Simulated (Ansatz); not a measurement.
**CH₃Ga (triplet): the correlation ladder at distance C1–Ga2 = 4.361 Å, cc-pVDZ**

Aim: climb from Hartree-Fock through coupled cluster and multireference methods for CH₃Ga (triplet) at one geometry and basis, and see what each rung misses.

Program: Ansatz 0.2.0, Gaussian basis. Level of theory: cc-pVDZ, core rule «outside noble gas», up to 15 orbitals frozen. These are calculated values, not measurements.

The runs, in order: UHF; CCSD(T) on ROHF; CCSD(T) on UHF; BCCD(T) on ROHF; CISD; CCSDT(Q) on ROHF; CCSDT(Q) on UHF; CASSCF and MRCISD+Q, 4 electrons in 4 orbitals; CASSCF and NEVPT2, 4 electrons in 4 orbitals.

24 further runs of the same task are left out: 4 for a known fault of the program, 1 for a mislabelled method, 15 that didn't finish, 4 set aside as unsound or not needed.

## Step 1: What is computed

The geometry derives from a PBE0/def2-TZVP stationary point (not a proven minimum). One bond is set to the value named and the two fragments are kept rigid. No spin-orbit coupling is included. The filled d shell of Ga may be among the frozen orbitals whatever the setting's name suggests; the logs give the count.

5 atoms, charge 0, spin multiplicity 3.

Atoms are counted from 1 here; the program's logs count them from 0.

Bond lengths: C1–H3 1.090 Å, C1–H4 1.087 Å, Ga2–H5 1.596 Å. Angles: H3–C1–H4 113.7°.

## Step 2: UHF

in.yaml reads:

```yaml
crystal:
  periodic: [false, false, false]
  atoms:
    - {symbol: C, position_ang: [0.000000, 0.205762, 3.628697]}
    - {symbol: Ga, position_ang: [0.000000, -0.061067, -0.724132]}
    - {symbol: H, position_ang: [0.000000, 1.156411, 4.161502]}
    - {symbol: H, position_ang: [0.000000, -0.662365, 4.282570]}
    - {symbol: H, position_ang: [0.000000, 1.278282, -1.593000]}
basis:
  gaussian: {orbitals: cc-pVDZ}
magnetization: {spin_polarized: true, initial_magnetization: 2}
hamiltonian: {xc: hf}
output: {orbitals: {seedname: orbitals}}
```

On the command line:

```bash
ansatz run in.yaml --threads 1 --pin off --events-out ev --progress --plain --max-ram 2393MiB
```

The runs that follow: CCSD(T) on ROHF; CCSD(T) on UHF; BCCD(T) on ROHF; CISD; CCSDT(Q) on ROHF; CCSDT(Q) on UHF; CASSCF and MRCISD+Q, 4 electrons in 4 orbitals; CASSCF and NEVPT2, 4 electrons in 4 orbitals.

Q: Predict the results of all the runs planned. Wanted: UCCSDT(Q) below the RHF energy; RMP2 from UCCSDT(Q); UMP2 from UCCSDT(Q); RCCSD from UCCSDT(Q); RCCSD(T) from UCCSDT(Q); UCCSD(T) from UCCSDT(Q); RCCSDT(Q) from UCCSDT(Q); T1 diagnostic.

The runs gave:

```
                         quantity                                                   value
   UCCSDT(Q) below the RHF energy                                              -5.1963 eV
              RMP2 from UCCSDT(Q)                                           +115.1 kJ/mol
              UMP2 from UCCSDT(Q)                                           +115.5 kJ/mol
             RCCSD from UCCSDT(Q)                                             +9.1 kJ/mol
          RCCSD(T) from UCCSDT(Q)                                             +2.1 kJ/mol
          UCCSD(T) from UCCSDT(Q)                                             +2.0 kJ/mol
         RCCSDT(Q) from UCCSDT(Q)                                              0.0 kJ/mol
levels within 1 kcal/mol (43 meV)  RCCSD(T), UCCSD(T), BCCD(T), RCCSDT, UCCSDT, RCCSDT(Q)
                    T1 diagnostic                                                   0.016
```

RCCSD(T) misses by +2.1 kJ/mol, 0.4 % of the correlation energy. These misses are within one basis, not against nature; the frozen cores of restricted and unrestricted runs differ, which can shift their rows.
